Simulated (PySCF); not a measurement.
**Gd⁺: dipole response in ANO-RCC-VDZP**

How polarisable is Gd⁺ at the levels listed below?

Program: PySCF 2.14.0. Level of theory: unrestricted determinants in a Gaussian basis, no spin-orbit coupling in the energies. These are calculated values, not measurements, unless marked.

## Step 1: What is computed

* Element: gadolinium (Z = 64)
* Basis: ANO-RCC-VDZP (7s6p4d2f1g, 68 functions)
* Hamiltonian: scalar relativity by spin-free X2C-1e
* State 1: Gd⁺: [Xe] 4f7 5d1 6s1, high-spin 10D determinant
* Methods: PBE0

The outer shells:

Gd+ [Xe] 4f7 5d1 6s1
```
[Xe] core
4f [↑ ][↑ ][↑ ][↑ ][↑ ][↑ ][↑ ]
5d [↑ ][  ][  ][  ][  ]
6s [↑ ]
```

One driver process ran all states and methods and kept the integrals in memory. Each run is shown as a PySCF script that sums up its settings (the driver passes frozen orbitals as a list and adds second-order terms of double hybrids); the logs are those of the runs themselves. The driver starts from symmetry-adapted Hartree-Fock orbitals, holds the occupation by maximum overlap and uses a logarithmic radial grid for functionals, so a plain start would take other cycles.

The driver's launch:

```bash
$ OMP_NUM_THREADS=1 python atomrun2.py TASK.json OUT
```

The integrals over 68 functions and the set-up took 40 s of CPU time.

## Step 2: Gd⁺, at PBE0

#### PBE0

File input.py:

```python
from pyscf import gto, scf, dft, mp, cc
import basis_set_exchange as bse
mol = gto.M(atom="Gd 0 0 0", charge=1, spin=9, symmetry="D2h",
            basis=gto.basis.parse(bse.get_basis("ANO-RCC-VDZP", elements=["Gd"], fmt="nwchem", header=False)),
            nucmod="G")
mf = dft.UKS(mol, xc="PBE0").sfx2c1e()
mf.irrep_nelec = {'Ag': (10, 9), 'B1g': (3, 2), 'B2g': (2, 2), 'B3g': (2, 2), 'Au': (1, 0), 'B1u': (6, 4), 'B2u': (6, 4), 'B3u': (6, 4)}
mf.kernel()
```

The log of the run:

```text
damping factor = 0
level_shift factor = 0
DIIS = <class 'pyscf.scf.diis.CDIIS'>
diis_start_cycle = 1
diis_space = 10
diis_damp = 0
SCF conv_tol = 1e-09
SCF conv_tol_grad = None
number electrons alpha = 36  beta = 27
XC functionals = PBE0
    C. Adamo and V. Barone.,  J. Chem. Phys. 110, 6158 (1999)
    M. Ernzerhof and G. E. Scuseria.,  J. Chem. Phys. 110, 5029 (1999)
cycle= 1 E= -11269.875281464  delta_E= -0.00837  |g|= 0.112  |ddm|= 0.126
cycle= 2 E= -11269.8746396788  delta_E= 0.000642  |g|= 0.123  |ddm|= 0.0572
cycle= 3 E= -11269.8770739194  delta_E= -0.00243  |g|= 0.00624  |ddm|= 0.0343
cycle= 4 E= -11269.8770817225  delta_E= -7.8e-06  |g|= 0.000181  |ddm|= 0.00246
cycle= 5 E= -11269.8770817583  delta_E= -3.58e-08  |g|= 3.69e-05  |ddm|= 0.000489
cycle= 6 E= -11269.8770817718  delta_E= -1.35e-08  |g|= 2.46e-05  |ddm|= 0.000437
cycle= 7 E= -11269.8770817903  delta_E= -1.85e-08  |g|= 2.12e-05  |ddm|= 0.00069
cycle= 8 E= -11269.8770818328  delta_E= -4.25e-08  |g|= 6.78e-06  |ddm|= 0.00268
cycle= 9 E= -11269.8770818366  delta_E= -3.8e-09  |g|= 2.84e-07  |ddm|= 0.00111
cycle= 10 E= -11269.8770818366  delta_E= -7.28e-12  |g|= 4.29e-08  |ddm|= 2.98e-05
converged SCF energy = -11269.8770818366  <S^2> = 24.752778  2S+1 = 10.000556
```

It used 45 s of CPU time after the integrals (shared host).

Orbital energies by shell (radii are means over both spins):

| shell | electrons | mean orbital energy (eV) | spread (eV) | rms radius (bohr) |
| --- | --- | --- | --- | --- |
| 1s α | 1 | -50099.6 | 0 | 0.0249 |
| 1s β | 1 | -50099.5 | 0 | 0.0249 |
| 2s α | 1 | -8308.7 | 0 | 0.101 |
| 2s β | 1 | -8308.6 | 0 | 0.101 |
| 2p α | 3 | -7407.0 | 0.026 | 0.0906 |
| 2p β | 3 | -7406.8 | 0.059 | 0.0906 |
| 3s α | 1 | -1861.5 | 0 | 0.261 |
| 3s β | 1 | -1858.4 | 0 | 0.261 |
| 3p α | 3 | -1579.4 | 0.095 | 0.261 |
| 3p β | 3 | -1576.2 | 0.114 | 0.261 |
| 3d α | 5 | -1200.0 | 0.081 | 0.240 |
| 3d β | 5 | -1197.2 | 0.125 | 0.240 |
| 4s α | 1 | -388.72 | 0 | 0.588 |
| 4s β | 1 | -381.11 | 0 | 0.588 |
| 4p α | 3 | -294.85 | 0.178 | 0.624 |
| 4p β | 3 | -286.94 | 0.235 | 0.624 |
| 4d α | 5 | -162.94 | 0.178 | 0.686 |
| 4d β | 5 | -154.05 | 0.313 | 0.686 |
| 5s α | 1 | -60.490 | 0 | 1.43 |
| 5s β | 1 | -56.703 | 0 | 1.43 |
| 5p α | 3 | -36.791 | 0.106 | 1.67 |
| 5p β | 3 | -33.676 | 0.771 | 1.67 |
| 4f α | 7 | -20.079 | 0.219 | 0.945 |
| 5d α | 1 | -10.365 | 0 | 2.89 |
| 6s α | 1 | -10.328 | 0 | 3.99 |

⟨S²⟩ = 24.753, ⟨L²⟩ = 6.01.

The driver then solved the coupled dipole response at imaginary frequencies: mean α = 78.76 bohr³ (xx, yy, zz: 80.95, 80.95, 74.38), C₆ = 722.5 au for a like pair.

Spin-orbit coupling, absent here, splits the open shell strongly.

Radial density 4πr²ρ of Gd⁺ at PBE0, without picture-change correction:

| r (bohr) | density | spin density |
| --- | --- | --- |
| 0.000525 | 2.61 | 0.000 |
| 0.000882 | 5.62 | 0.000 |
| 0.00148 | 11.7 | 0.001 |
| 0.00250 | 23.1 | 0.002 |
| 0.00420 | 42.1 | 0.003 |
| 0.00706 | 67.0 | 0.004 |
| 0.0119 | 85.5 | 0.005 |
| 0.0200 | 81.4 | 0.004 |
| 0.0336 | 76.9 | 0.008 |
| 0.0565 | 109 | 0.023 |
| 0.0951 | 96.2 | 0.055 |
| 0.160 | 94.6 | 0.477 |
| 0.269 | 67.8 | 2.767 |
| 0.453 | 47.0 | 7.769 |
| 0.761 | 29.3 | 7.317 |
| 1.28 | 11.0 | 2.792 |
| 2.15 | 3.01 | 0.748 |
| 3.62 | 0.541 | 0.482 |
| 6.09 | 0.0760 | 0.076 |
| 10.2 | 0.000592 | 0.001 |

## Step 3: Polarisabilities and C₆

Gd⁺, in atomic units:

| method | mean α | C₆ (like pair) | S(−4) |
| --- | --- | --- | --- |
| PBE0 | 78.76 | 722.5 | 4086 |

α(iu) at PBE0:

| u (hartree) | α(iu) (bohr³) |
| --- | --- |
| 0 | 78.76 |
| 0.0500 | 69.81 |
| 0.100 | 52.60 |
| 0.200 | 28.30 |
| 0.300 | 17.63 |
| 0.500 | 9.815 |
| 0.750 | 6.429 |
| 1.00 | 4.790 |
| 1.50 | 3.084 |
| 2.00 | 2.195 |
| 3.00 | 1.316 |
| 5.00 | 0.6624 |

## Step 4: Summary of results

| quantity | value |
| --- | --- |
| α of Gd⁺ | 78.76 (PBE0) bohr³ |

In words: A single London oscillator with the computed α and C₆ of Gd⁺ at PBE0 would have ω = 4 C₆ / (3 α²) = 0.155 hartree. All values hold for this basis alone; no basis-set limit was taken.
